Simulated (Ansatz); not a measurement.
**C2H9GaOS: small, medium and large basis sets**

One table from this session's results is given with a row withheld; the runs are named, their logs left out.

The runs use Ansatz 0.2.0, Gaussian basis; one geometry, several basis sets.

The runs, in order: PBE0-D4/def2-SVP; ωB97M-V/def2-SVP; PBE0-D4/def2-QZVPP; ωB97M-V/def2-QZVPP; the functionals' def2-TZVPP values are taken from earlier runs.

## The relaxed structure

An earlier PBE0-D4 in a triple-zeta def2 set relaxation fixed the geometry.

14 atoms, charge 0, spin multiplicity 1.

Atoms are counted from 1 here; the program's logs count them from 0.

Bond lengths: C1–Ga2 1.972 Å, C1–H6 1.093 Å, C1–H7 1.093 Å, C1–H8 1.092 Å, Ga2–C3 1.965 Å, Ga2–O4 2.217 Å, Ga2–S5 2.283 Å, C3–H9 1.092 Å, C3–H10 1.092 Å, C3–H11 1.093 Å, O4–H12 0.963 Å, O4–H13 0.974 Å, S5–H14 1.343 Å. Angles: Ga2–C1–H6 111.4°, Ga2–C1–H7 110.0°, Ga2–C1–H8 111.7°, H6–C1–H7 107.4°, H6–C1–H8 108.7°, H7–C1–H8 107.4°, C1–Ga2–C3 127.9°, C1–Ga2–O4 98.9°, C1–Ga2–S5 112.5°, C3–Ga2–O4 101.4°, C3–Ga2–S5 115.9°, O4–Ga2–S5 87.6°, Ga2–C3–H9 110.8°, Ga2–C3–H10 111.1°, Ga2–C3–H11 110.4°, H9–C3–H10 108.4°, H9–C3–H11 108.0°, H10–C3–H11 108.0° and more.

As a file:

```
C    -1.95268    0.39937    0.18016
Ga   -0.01308    0.27295   -0.15322
C     1.45182    0.89574    0.99935
O     0.21647   -1.92717   -0.00166
S     0.48052    0.07575   -2.37313
H    -2.21105    0.03442    1.17765
H    -2.27588    1.44155    0.12037
H    -2.52753   -0.16369   -0.55858
H     2.38271    0.38057    0.75517
H     1.22613    0.71919    2.05316
H     1.61300    1.96781    0.86323
H    -0.62051   -2.38158    0.14164
H     0.41546   -2.00624   -0.95158
H     1.80174    0.26213   -2.22376
```

Set-up of the first run:

File in.yaml:

```yaml
crystal:
  periodic: [false, false, false]
  atoms:
    - {symbol: C, position_ang: [-1.952683, 0.399366, 0.180164]}
    - {symbol: Ga, position_ang: [-0.013079, 0.272953, -0.153224]}
    - {symbol: C, position_ang: [1.451818, 0.895744, 0.999349]}
    - {symbol: O, position_ang: [0.216469, -1.927173, -0.001661]}
    - {symbol: S, position_ang: [0.480516, 0.075748, -2.373130]}
    - {symbol: H, position_ang: [-2.211053, 0.034423, 1.177649]}
    - {symbol: H, position_ang: [-2.275883, 1.441545, 0.120373]}
    - {symbol: H, position_ang: [-2.527535, -0.163690, -0.558584]}
    - {symbol: H, position_ang: [2.382708, 0.380575, 0.755173]}
    - {symbol: H, position_ang: [1.226134, 0.719191, 2.053160]}
    - {symbol: H, position_ang: [1.612998, 1.967807, 0.863225]}
    - {symbol: H, position_ang: [-0.620514, -2.381579, 0.141645]}
    - {symbol: H, position_ang: [0.415463, -2.006238, -0.951579]}
    - {symbol: H, position_ang: [1.801739, 0.262131, -2.223763]}
basis:
  gaussian: {orbitals: def2-SVP}
hamiltonian: {xc: pbe0, dispersion: d4}
output: {orbitals: {seedname: orbitals}}
```

Started as:

```sh
$ ansatz run in.yaml --threads 4 --pin off --events-out ev --progress --plain --max-ram 11315MiB
```

Among the steps run: PBE0-D4 in def2-SVP; ωB97M-V in def2-SVP; PBE0-D4 in def2-QZVPP; ωB97M-V in def2-QZVPP.

One table of the session follows, with a row left open; its other results are not shown here.

It belongs to the step «Density functionals: the series». 

```
functional       basis  HOMO (eV)  LUMO (eV)
   PBE0-D4    def2-SVP      -6.84       0.60
   PBE0-D4  def2-TZVPP      -7.02       0.04
   PBE0-D4  def2-QZVPP      -7.06      -0.26
   ωB97M-V    def2-SVP          ?          ?
   ωB97M-V  def2-TZVPP      -9.22       1.48
   ωB97M-V  def2-QZVPP      -9.26       0.97
```

Q: Estimate the row for ωB97M-V, def2-SVP from the others.

The run gave: HOMO (eV): -9.01; LUMO (eV): 2.23. In the column «HOMO (eV)» it lies between ωB97M-V, def2-TZVPP (-9.22) and PBE0-D4, def2-QZVPP (-7.06).
